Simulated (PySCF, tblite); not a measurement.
# C₄H₇Ga: geometry, infrared bands, NMR shifts and spin-spin couplings

Wanted: the infrared bands, NMR shifts and spin-spin couplings of C₄H₇Ga (`[GaH2][C]1=CCC1`), by calculation.

Computed with tblite 0.8.0 and PySCF 2.14.0, with density-fitted response routines of our own, on a single molecule in the gas phase. Atoms count from 0, in the outputs and in this text.

### 1 Starting geometry

12 atoms, charge 0, multiplicity 1; geometry from: force field or distance geometry start.

Bonds of the start (Å): Ga0–C1 2.10, C1–C2 1.30, C2–C3 1.47, C3–C4 1.47, C4–C1 1.45, Ga0–H5 1.61, Ga0–H6 1.50, C2–H7 1.10, C3–H8 1.11, C3–H9 1.12, C4–H10 1.12, C4–H11 1.11.

### 2 Optimising the geometry with GFN2-xTB

What the job is given:

```
{"job": {"kind": "relax", "xc": "GFN2-xTB", "basis": "xTB"}, "charge": 0, "multiplicity": 1}
Ga     2.221800    -1.088200    -0.410900
C      0.300900    -0.402700     0.091600
C     -0.632100    -0.450500     0.992200
C     -1.529900     0.452700     0.248300
C     -0.458100     0.494100    -0.750200
H      2.928500     0.122300    -1.201800
H      2.801700    -0.999800     0.965500
H     -0.729000    -0.965800     1.955900
H     -1.712100     1.369000     0.845800
H     -2.465800    -0.019000    -0.148000
H     -0.782000     0.017800    -1.716000
H      0.057400     1.469200    -0.898300
```

The run is started by

```bash
> OMP_NUM_THREADS=1 python probes_run.py task.json out
```

One launch serves the whole session: the jobs run in the order shown.

**Question.** This job is followed by: GFN2-xTB harmonic vibrations, gas phase; GIAO PBE0/pcSseg-1 NMR shielding, non-relativistic, gas phase; B3LYP/pcJ-1 Ga:pcSseg-1 indirect spin-spin coupling, non-relativistic, gas phase. Predict these results of the whole session: strongest single infrared mode (GFN2-xTB); zero-point energy (GFN2-xTB); ¹³C shifts against TMS (PBE0/pcSseg-1); ¹H shifts against TMS (PBE0/pcSseg-1, means over atoms taken as alike); shieldings of Ga (PBE0/pcSseg-1); largest coupling of the table (B3LYP/pcSseg-1+pcJ-1).

**Answer**, as computed:

| quantity | value |
| --- | --- |
| strongest single infrared mode (GFN2-xTB) | 1613 cm⁻¹, 633 km/mol |
| zero-point energy (GFN2-xTB) | 53.4 kcal/mol |
| ¹³C shifts against TMS (PBE0/pcSseg-1) | 172.2, 167.9, 38.6, 36.8 ppm |
| ¹H shifts against TMS (PBE0/pcSseg-1, means over atoms taken as alike) | 7.26, 6.42, 3.05, 3.01 ppm |
| shieldings of Ga (PBE0/pcSseg-1) | Ga0 1223.1 ppm |
| largest coupling of the table (B3LYP/pcSseg-1+pcJ-1) | ¹J(C,H) C2–H7, 176.2 Hz |

**Reading.** Relaxing lowered the energy by 1.358 eV in 77 steps; the close pair that moved most is Ga0–C1, from 2.101 to 1.995 Å. No mode is imaginary among the 30: a minimum at this level. The strongest single mode, at 1613 cm⁻¹, moves mainly H6. Unscaled tight-binding wavenumbers are off by several per cent, some by more. Its intensities can rank the bands wrongly. The most deshielded hydrogen is H7 (hydrogen on an alkene CH), at 7.26 ppm: olefinic region. At PBE0/pcSseg-1: The widest tensor belongs to Ga0: span 416 ppm, with a paramagnetic part of -1413 ppm. In the run at B3LYP/pcSseg-1+pcJ-1, the largest coupling of the table is C2–H7, 176.2 Hz, of which the Fermi-contact term gives 175.9 Hz. Couplings across rotatable bonds belong to this one conformer; where others are populated, the observed values are averages. Spin-orbit coupling is left out, which matters for shieldings and couplings at and beside the heavy atoms.
